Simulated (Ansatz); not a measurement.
TiTc, space group Pm-3m, a convergence test of the k-point mesh

Program: the Ansatz DFT code, driven from Python.

Typed at the interpreter:
```pycon
>>> import warnings
>>> import ansatz as az
>>> from ase import Atoms
>>> import pandas as pd
>>> warnings.simplefilter("ignore", az.DeckWarning)
>>> atoms = Atoms(
...     ["Ti", "Tc"],
...     scaled_positions=[
...         (0.5, 0.5, 0.5),
...         (0.0, 0.0, 0.0),
...     ],
...     cell=[
...         (3.11, 0.0, 0.0),
...         (0.0, 3.11, 0.0),
...         (0.0, 0.0, 3.11),
...     ],
...     pbc=True,
... )
>>> crystal = az.Crystal.from_ase(atoms)
>>> calculation = crystal.calculation()
>>> calculation = calculation.functional(az.Functional.LDA)
>>> calculation = calculation.basis(300).occupations("gaussian", width=0.1)
>>> calculation = calculation.initial_density(normalization="cell")
>>> rows = []
>>> for value in [(3, 3, 3), (5, 5, 5), (6, 6, 6), (7, 7, 7), (9, 9, 9)]:
...     summary = calculation.kpoints(mesh=value).run().report
...     rows.append((value, summary["free_energy_ev"] / len(summary["lattice"]["sites"]), summary["n_iterations"], summary["n_kpoints"]))
...

>>> table = pd.DataFrame(rows, columns=["mesh", "F/atom (eV)", "iterations", "k-points"])
>>> table.round(5)
        mesh  F/atom (eV)  iterations  k-points
0  (3, 3, 3)  -3865.26920           6         4
1  (5, 5, 5)  -3865.33590           6        10
2  (6, 6, 6)  -3865.40542           6        20
3  (7, 7, 7)  -3865.38828           7        20
4  (9, 9, 9)  -3865.39362           6        35
>>> # differences from the last row
>>> for row in rows[:-1]:
...     shift = 1000 * (row[1] - rows[-1][1])
...     print(f"{row[0]}: {shift:+.2f} meV/atom" + ("  (within 1 meV)" if abs(shift) < 1 else ""))
...
(3, 3, 3): +124.42 meV/atom
(5, 5, 5): +57.71 meV/atom
(6, 6, 6): -11.80 meV/atom
(7, 7, 7): +5.34 meV/atom
```

What to keep in mind:
- The cutoff lies under the one recommended for these potentials.
- The structure is a deposited one; some such entries were measured under pressure or heat, so a shift against it needn't be the functional's error alone.
- Shifts are counted from the finest mesh, which is itself no proven limit.
- The script silences the warnings on its input, which a real study should read.
- Finished in 6.6 s on 1 thread of Intel(R) Xeon(R) Platinum 8259CL CPU @ 2.50GHz (Skylake/Cascade Lake) (shared host), peak memory 0.39 GiB.

(Lines on the test bed's own set-up are left out of the output.)
